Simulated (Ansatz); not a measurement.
From input file to script: SbPb, space group Fm-3m in Ansatz 0.2.0.

```yaml
crystal:
  lattice:
    - [0.0, 3.161243, 3.161243]
    - [3.161243, 0.0, 3.161243]
    - [3.161243, 3.161243, 0.0]
  atoms:
    - { symbol: Sb, position: [0.5, 0.5, 0.5] }
    - { symbol: Pb, position: [0.0, 0.0, 0.0] }
basis:
  ecutwfc: 510.0
kpoints:
  mp_grid: { grid: [5, 5, 5] }
hamiltonian:
  xc: lda
  pseudopotentials: { kind: paw }
scf:
  occupations: { method: methfessel_paxton, width: 0.1 }
output:
  stress: true
  eigenvalues: true
```

The program run on that file:
```console
$ ansatz run input.yaml --threads 1 --pin off --max-ram 3072MiB --backend cpu --events-out ev --progress --plain --runs-dir out
Engine: ansatz 0.2.0, aarch64-unknown-linux-gnu
Pseudopotentials: kind: paw
Pseudopotential: Sb, paw, valence charge 15, recommended cutoff 420 eV (normal), Sb.paw.azcp
Pseudopotential: Pb, paw, valence charge 14, recommended cutoff 420 eV (normal), Pb.paw.azcp
Functional definition: SPW92
  exchange = slater_x
  correlation = pw_c
Crystal: 2 atoms, lattice volume = 63.183 Å³
Basis set: ecut = 510 eV, 1639 PW (Γ)
Bands: 19, of which v1, the nominal top of the filled ones, is band 15 counted from 1 (14 counted from 0)
Symmetry: 48 space group operations
Space group: Fm-3m (ITA 225), of the structure as read, at distance tolerance 4.0e-5 Å
k-points: 10 of 125
Non-local potential: Sb, projectors of the file, l = 0: 2, l = 1: 2, l = 2: 2, l = 3: 2
Non-local potential: Pb, projectors of the file, l = 0: 2, l = 1: 2, l = 2: 2, l = 3: 2
PAW form: soft (Blöchl's): semilocal exchange-correlation on the pseudo side does not see the compensation charge
PAW frozen core: Sb, regenerated for the run's functional, and the local potential with it (the file was generated under x = pbe(κ = 0.804, μ = 0.2195149727645171), c = pbe(β = 0.06672455060314922))
PAW frozen core: Pb, regenerated for the run's functional, and the local potential with it (the file was generated under x = pbe(κ = 0.804, μ = 0.2195149727645171), c = pbe(β = 0.06672455060314922))
PAW one-centre angular grid: Sb, 590 points (default); XC on 64 Gauss nodes
PAW one-centre angular grid: Pb, 590 points (default); XC on 64 Gauss nodes
Initial density: superposition of atomic densities (neutral atoms: chi_scale 0, normalization atom), corrected by the library's trained network
Initial wavefunctions: pseudopotential atomic-orbital guess
Functional: x = slater, c = lda
SCF iter   1: F=—  HF=-17937.982055 eV  |F-HF|=—  |Δ(HF+E_count)|=         —  Δρ=5.42e-3  dr2=8.17e-3  ethr=1.77e-3  ⟨swp⟩=6.0  Hψ=969  notcnv=0
preconditioner: auto → none  [insulator: Δε(μ)=0.096 eV  Ē_g=15.047 eV  σ=0.100 eV  W_gap=0.71  n_scr=14 (ndim 8)  ℏωp=20.4 eV  f_vac=0.002  D(μ)=1.91/eV (n_scr^D=14)  ε∞_Penn≈2.8]
SCF iter   2: F=—  HF=-17937.977377 eV  |F-HF|=—  |Δ(HF+E_count)|=   4.68e-3  S|Δr|=    0.00e0  Δρ=2.23e-3  dr2=1.21e-3  ethr=2.82e-5  ⟨swp⟩=2.1  Hψ=341  notcnv=0
SCF iter   3: F=—  HF=-17937.977146 eV  |F-HF|=—  |Δ(HF+E_count)|=   2.31e-4  S|Δr|=    0.00e0  Δρ=3.22e-4  dr2=1.05e-4  ethr=4.19e-6  ⟨swp⟩=2.5  Hψ=304  notcnv=0
SCF iter   4: F=—  HF=-17937.977103 eV  |F-HF|=—  |Δ(HF+E_count)|=   4.31e-5  S|Δr|=    0.00e0  Δρ=1.28e-4  dr2=1.13e-5  ethr=3.62e-7  ⟨swp⟩=2.0  Hψ=333  notcnv=0
SCF iter   5: F=—  HF=-17937.977104 eV  |F-HF|=—  |Δ(HF+E_count)|=   1.86e-6  S|Δr|=    0.00e0  Δρ=4.97e-5  dr2=8.29e-7  ethr=3.88e-8  ⟨swp⟩=2.7  Hψ=273  notcnv=0
SCF iter   6: F=-17937.977104 eV  HF=-17937.977104 eV  |F-HF|=6.26e-9  |Δ(HF+E_count)|=   1.61e-7  S|Δr|=    0.00e0  Δρ=6.83e-6  dr2=2.22e-8  ethr=3.45e-10  ⟨swp⟩=6.8  Hψ=980  notcnv=0
SCF 1 converged in 6 iterations: F = -17937.977104 eV  dr2 = 2.22e-8
  greatest PAW one-centre occupation: 0.998 electrons in one spin orbital (limit 2), on the Sb atom at site 0 (counted from 0), in its partial waves of l = 2
SCF converged after 6 iterations
Stability not checked: this state was not tested for a lower state beside it, because cold or Methfessel-Paxton smearing, or corrected tetrahedra, fill the levels in a way that the test cannot read (fill_not_monotonic; see scf.lower_state_search)
Free energy (F): -17937.977104 eV
Harris-Foulkes:  -17937.977104 eV  (|F-HF|=6.26e-9)
Internal energy: -17937.978965 eV  (E = F + TS)
E sigma→0 (E₀):  -17937.977570 eV
Entropy (-TS):   0.001861 eV (0.931 meV/atom)
Fermi energy:    9.178369 eV
--- Per-component energies (eV) ---
  E_band       = -231.174890
  E_kinetic    = 497.926598
  E_local      = -2715.875305  (includes V_loc(G=0)·N_el)
  E_nonlocal   = 720.226719
  E_hartree    = 1165.195075
  E_xc         = -356.547222
  E_vxc        = -230.330641  (∫ρ·V_xc dr)
  E_paw        = -14530.113365  (= ΣΔE_a)
  E_vpaw       = -833.516078  (= ΣTr[D̂ρ^β])
  E_aug_tail   = 0.000015  (compensation charges beyond the density's cutoff)
  E_ewald      = -2719.272590
  E_core_change = 0.481110  (= ΣΔE_core)
  E_smearing   = 0.001861  (= −TS)
  E_closure    = -0.000000  (closes the sum)
  Σ components = -17937.977104   (vs F -17937.977104, Δ=0.00e0)
--- Stress (GPa, compression-positive) ---
       -2.595071       0.000000      -0.000000
       -0.000000      -2.595071       0.000000
       -0.000000      -0.000000      -2.595071
  P = ⅓ Tr σ = -2.5951 GPa (-25.951 kbar)
--- Band table (eV; the first three rows and the last of 10) ---
  k-point 0: bands = ["-19.4357", "-19.4357", "-19.4238", "-19.4238", "-19.4238", "-7.5429", "-7.5429", "-7.5215", "-7.5215", "-7.5215", "-2.5425", "4.8909", "8.4691", "8.4691", "8.4691", "13.6150", "13.6150", "13.6150", "15.0591"]
  k-point 1: bands = ["-19.4352", "-19.4352", "-19.4234", "-19.4231", "-19.4231", "-7.5508", "-7.5508", "-7.5210", "-7.5149", "-7.5149", "-2.1174", "3.4563", "8.5972", "8.5972", "9.1361", "12.1593", "12.2789", "12.2789", "14.8736"]
  k-point 2: bands = ["-19.4345", "-19.4345", "-19.4228", "-19.4218", "-19.4218", "-7.5651", "-7.5651", "-7.5206", "-7.5026", "-7.5026", "-0.8744", "1.1346", "9.0402", "9.0402", "9.7273", "10.6449", "10.6558", "10.6558", "16.8625"]
  k-point 9: bands = ["-19.4360", "-19.4340", "-19.4231", "-19.4217", "-19.4203", "-7.5940", "-7.5490", "-7.5193", "-7.5051", "-7.4913", "-0.0091", "1.2570", "5.8333", "5.8457", "9.2653", "11.4151", "14.2048", "15.1539", "16.0199"]
```

`sbpb.py`:
```python
"""Single point of SbPb."""

from dataclasses import dataclass
import sys
import warnings

import ansatz as az
import numpy as np
from pymatgen.core import Structure


@dataclass
class Settings:
    xc: str = "lda"
    cutoff: int = 510
    k_length: int = 20
    width_ev: float = 0.1


cfg = Settings()

warnings.simplefilter("ignore", az.DeckWarning)

structure = (
    az.Lattice.of((0.0, 3.161243, 3.161243), (3.161243, 0.0, 3.161243), (3.161243, 3.161243, 0.0))
    .atom("Sb", (0.5, 0.5, 0.5))
    .atom("Pb", (0.0, 0.0, 0.0))
)

# functional, basis and sampling
job = (
    structure.calculation()
    .functional(cfg.xc)
    .pseudopotentials("paw")
    .basis(cfg.cutoff)
    .kpoints(length=cfg.k_length)
    .occupations(az.OccupationsMethod.METHFESSEL_PAXTON, width=cfg.width_ev)
    .stress()
    .band_table()
)
try:
    out = job.run(threads=1, pin="off")
except az.NonConvergedError as error:
    sys.exit(f"no convergence: {error}")
except az.RefusalError as error:
    sys.exit(f"input refused: {error}")
r = out.report

for key in ("converged", "n_iterations", "n_electrons", "n_kpoints", "n_pw", "n_symmetry_ops", "free_energy_ev", "fermi_energy_ev"):
    print(f"{key:18s} {r[key]}")

# the stress is positive in compression
stress = np.array(r["stress_gpa"])
print(f"pressure {np.trace(stress) / 3:.3f} GPa")
print("stress tensor, GPa, positive in compression")
print(np.round(stress, 3) + 0.0)

gap = None if "band_edges_ev" not in r else r["band_edges_ev"][1] - r["band_edges_ev"][0]
print("gap on the k mesh:", "withheld (metal, or smearing too wide to tell)" if gap is None else f"{gap:.3f} eV")
print("lowest empty less highest filled band, by band count:", round(r["gap_by_band_count_ev"], 3), "eV")

final = Structure(out.lattice.cell_ang, [s.symbol for s in out.lattice.sites], [s.position_frac for s in out.lattice.sites])
print(final.to(fmt="poscar"))
```

```console
$ python sbpb.py
converged          True
n_iterations       6
n_electrons        29.0
n_kpoints          10
n_pw               1639
n_symmetry_ops     48
free_energy_ev     -17937.977104253303
fermi_energy_ev    9.178369358116667
pressure -2.595 GPa
stress tensor, GPa, positive in compression
[[-2.595  0.     0.   ]
 [ 0.    -2.595  0.   ]
 [ 0.     0.    -2.595]]
gap on the k mesh: withheld (metal, or smearing too wide to tell)
lowest empty less highest filled band, by band count: -3.078 eV
Sb1 Pb1
1.0
   0.0000000000000000    3.1612429999999998    3.1612429999999998
   3.1612429999999998    0.0000000000000000    3.1612429999999998
   3.1612429999999998    3.1612429999999998    0.0000000000000000
Sb Pb
1 1
direct
   0.5000000000000000    0.5000000000000000    0.5000000000000000 Sb
   0.0000000000000000    0.0000000000000000    0.0000000000000000 Pb
```

Reading the output:
- Absolute energies stand on the zero of these potentials, so only differences at equal settings mean something. A total without «per atom» is that of the cell as typed.
- The mesh is modest for a metal, so energies can be off by several to tens of meV an atom and pressures by half a GPa or more; differences at equal mesh fare better.
- An absolute Fermi energy rests on an arbitrary zero of the periodic potential and has no direct meaning.
- A gap by band count of zero or less means overlapping bands, a metal, and at an odd count of electrons it is no gap at all.
- This cell is a computed structure, which may not be the phase found in nature.
- Gaps and levels are Kohn-Sham values on a finite set of k-points, without spin-orbit coupling.
- Hardware and time: 2.3 s on 1 thread of Arm Neoverse V2, on a shared host, peak memory 0.39 GiB.

(Lines on the test bed's own set-up are left out of the output.)
